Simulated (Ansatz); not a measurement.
**MgSc2Se4 (Fd-3m): relaxation of cell and ions from a Python script**

Aim: a relaxation of cell and ions, for MgSc2Se4 (Fd-3m), run from a script.

Computed with Ansatz 0.2.0, driven from Python. Level of theory: DFT PBEsol, plane waves, PAW.

## Step 1: The system

The structure is cubic, space group Fd-3m (No. 227). Conventional cell: a = 11.182 Å, b = 11.182 Å, c = 11.182 Å, α = 90.00°, β = 90.00°, γ = 90.00°. Mg (site symmetry -43m) is surrounded by 4 Se at 2.56 Å. Around Sc (site symmetry -3m) lie 6 Se at 2.72 Å. Around Se (site symmetry 3m) lie 1 Mg at 2.56 Å and 3 Sc at 2.72 Å.

POSCAR, read by the script:

```text
MgSc2Se4
1.0
   0.00000000    5.59119456    5.59119456
   5.59119456    0.00000000    5.59119456
   5.59119456    5.59119456    0.00000000
Mg Sc Se
2 4 8
Direct
   0.25000000    0.25000000    0.25000000
   0.00000000    0.00000000    0.00000000
   0.12500000    0.62500000    0.62500000
   0.62500000    0.12500000    0.62500000
   0.62500000    0.62500000    0.12500000
   0.62500000    0.62500000    0.62500000
   0.85301007    0.38232998    0.38232998
   0.38232998    0.85301007    0.38232998
   0.38232998    0.38232998    0.85301007
   0.38232998    0.38232998    0.38232998
   0.39698993    0.86767002    0.86767002
   0.86767002    0.39698993    0.86767002
   0.86767002    0.86767002    0.39698993
   0.86767002    0.86767002    0.86767002
```

## Step 2: Script

Input file vcrelax.py:

```python
'''Cell relaxation of MgSc2Se4.'''

from pathlib import Path
import warnings

import ansatz as az
from ase import Atoms
from ase.data import atomic_numbers
from ase.io import read
from ase.neighborlist import neighbor_list
import numpy as np
import spglib

def edges_and_angles(cell):
    cell = np.asarray(cell)
    a, b, c = np.linalg.norm(cell, axis=1)
    cosines = cell[1] @ cell[2] / (b * c), cell[0] @ cell[2] / (a * c), cell[0] @ cell[1] / (a * b)
    return (a, b, c, *np.degrees(np.arccos(cosines)))

warnings.simplefilter('ignore', az.DeckWarning)

atoms = read('POSCAR', format='vasp')
mgsc2se4 = az.Crystal.from_ase(atoms)

# a pressure is positive in compression
model = mgsc2se4.calculation()
model = model.scf(tolerance=1e-10).occupations('Fixed')
model = model.kpoints(4, 4, 4)
model = model.functional('pbesol').relax(force_tolerance=0.02, pressure=10)
model = model.density()
model = model.potential()
model = model.output_files(volumetric_format=['xsf', 'npy'])
steps = []


def follow(event):
    if event['event'] != 'relax_step':
        return
    row = event['data']
    steps.append(row)
    print(f'step {row["step"]:3d}  E = {row["lagrangian_ev"]:.5f} eV  largest force component = {row["allowed_force_max_ev_ang"]:.4f} eV/A  P = {row["pressure_gpa"]:.3f} GPa')


res = model.session().plan(threads=1).execute(on_event=follow)
summary = res.report

first, last = steps[0], steps[-1]
symbols = [site.symbol for site in res.lattice.sites]
print(f'energy gained {first["lagrangian_ev"] - last["lagrangian_ev"]:.4f} eV in {len(steps) - 1} steps')
for label, vectors in (('before', first['cell_ang']), ('after', res.lattice.cell_ang)):
    print(label, 'a b c (A) {:.4f} {:.4f} {:.4f}  angles {:.2f} {:.2f} {:.2f}'.format(*edges_and_angles(vectors)), f' V = {abs(np.linalg.det(vectors)):.3f} A^3')
print('final stress xx yy zz (GPa, compression positive):', np.round(np.diag(summary['stress_gpa']), 3) + 0.0)

print('atom   start x y z (A)              end x y z (A)')
for symbol, a, b in zip(symbols, first['positions_ang'], last['positions_ang']):
    print(f'{symbol:3s}', ' '.join(f'{v:8.4f}' for v in a), '  ', ' '.join(f'{v:8.4f}' for v in b))

print('relaxed fractional positions')
for site in res.lattice.sites:
    print(f'  {site.symbol:2s}', ' '.join(f'{v % 1:8.5f}' for v in np.round(site.position_frac, 5)))

final = Atoms(symbols, positions=last['positions_ang'], cell=res.lattice.cell_ang, pbc=True)
i, j, d = neighbor_list('ijd', final, 4.5)
print('neighbours within 1.2 times the shortest distance of each atom (A)')
for atom in range(len(final)):
    near = [m for m in np.argsort(d) if i[m] == atom]
    shell = [m for m in near if d[m] < 1.2 * d[near[0]]]
    print(f'{symbols[atom]}{atom} ({len(shell)}):', ', '.join(f'{symbols[j[m]]} {d[m]:.3f}' for m in shell))

fractions = [site.position_frac for site in res.lattice.sites]
numbers = [atomic_numbers[s] for s in symbols]
for tolerance in (1e-3, 1e-2, 1e-1):
    print(f'space group at {tolerance} A:', spglib.get_spacegroup((res.lattice.cell_ang, fractions, numbers), symprec=tolerance))

n_atoms = len(summary['lattice']['sites'])
print('F =', round(summary['free_energy_ev'], 4), 'eV for', n_atoms, 'atoms')
print('E(sigma -> 0) =', round(summary['energy_sigma0_ev'], 4), 'eV, TS =', round(summary['entropy_ts_ev'], 5), 'eV')
print('closed by', summary['closed_by'], 'after', summary['n_iterations'], 'iterations')

folder = Path(res.write_results('volumes'))
print(sorted(path.name for path in folder.iterdir()))
head = (folder / 'rho.xsf').read_text().split('BEGIN_BLOCK')[0]
print(head)
```

## Step 3: The calls as engine input

The engine receives this input:

```yaml
crystal:
  lattice:
    - [0.0, 5.59119456, 5.59119456]
    - [5.59119456, 0.0, 5.59119456]
    - [5.59119456, 5.59119456, 0.0]
  atoms:
    - { symbol: Mg, position: [0.25, 0.25, 0.25] }
    - { symbol: Mg, position: [0.0, 0.0, 0.0] }
    - { symbol: Sc, position: [0.1250000000000001, 0.625, 0.625] }
    - { symbol: Sc, position: [0.6249999999999999, 0.12500000000000003, 0.625] }
    - { symbol: Sc, position: [0.625, 0.625, 0.12499999999999996] }
    - { symbol: Sc, position: [0.625, 0.625, 0.625] }
    - { symbol: Se, position: [0.8530100700000001, 0.38232997999999996, 0.38232997999999996] }
    - { symbol: Se, position: [0.38232997999999996, 0.8530100700000001, 0.38232997999999996] }
    - { symbol: Se, position: [0.38232997999999996, 0.38232997999999996, 0.8530100700000001] }
    - { symbol: Se, position: [0.38232997999999996, 0.38232997999999996, 0.38232997999999996] }
    - { symbol: Se, position: [0.3969899299999999, 0.8676700200000002, 0.8676700200000002] }
    - { symbol: Se, position: [0.8676700200000002, 0.39698993, 0.86767002] }
    - { symbol: Se, position: [0.8676700200000002, 0.8676700200000002, 0.39698993000000005] }
    - { symbol: Se, position: [0.8676700200000002, 0.8676700200000002, 0.8676700200000002] }
kpoints:
  mp_grid:
    grid: [4, 4, 4]
hamiltonian:
  xc: pbesol
scf:
  convergence:
    dr2_threshold: 1.0e-10
  occupations:
    method: fixed
relax:
  f_tol: 0.02
  cell:
    p_target: 10.0
output:
  write_density: true
  write_potential: true
  volumetric_format: [xsf, npy]
```

## Step 4: Launch

Run with:

```bash
> python vcrelax.py
```

**Question.** What results will this script give? Wanted: free energy; moves of the relaxation; last largest force component; relaxed conventional cell; space group at the end.

**Answer**, as computed:

```
                    quantity                                                                         value
                 free energy                                           -55684.1546 eV (-3977.4396 eV/atom)
     moves of the relaxation                                                                             4
last largest force component                                                                   0.0013 eV/Å
   relaxed conventional cell  a = 10.639 Å, b = 10.639 Å, c = 10.639 Å, α = 90.00°, β = 90.00°, γ = 90.00°
      space group at the end                                                                         Fd-3m
```

**Reading.** Over 4 moves the cell shrank by 13.9 % in volume under the 10 GPa asked, and the space group stayed Fd-3m. Notes:
- Part of the cell is held or a pressure is applied, so the end point needn't be the zero-pressure lattice.
- At a fixed pressure a relaxation lowers the enthalpy F + PV, while F alone can rise.
- Energies along a relaxation are free energies. Rows at an unchanged volume are solved on a plane-wave basis chosen afresh for that cell, so the energy jumps there and such rows are no steps of the walk.
- Edges and angles that the script prints are those of the cell as typed, here a primitive one.
- Symmetry holds the cell in this phase, whether or not it is the stable one at this pressure.
- The fields are valence quantities on the plane-wave grid; their values near the nuclei depend on the potentials.
- The structure comes from a database of computed cells and needn't be a stable or known phase.
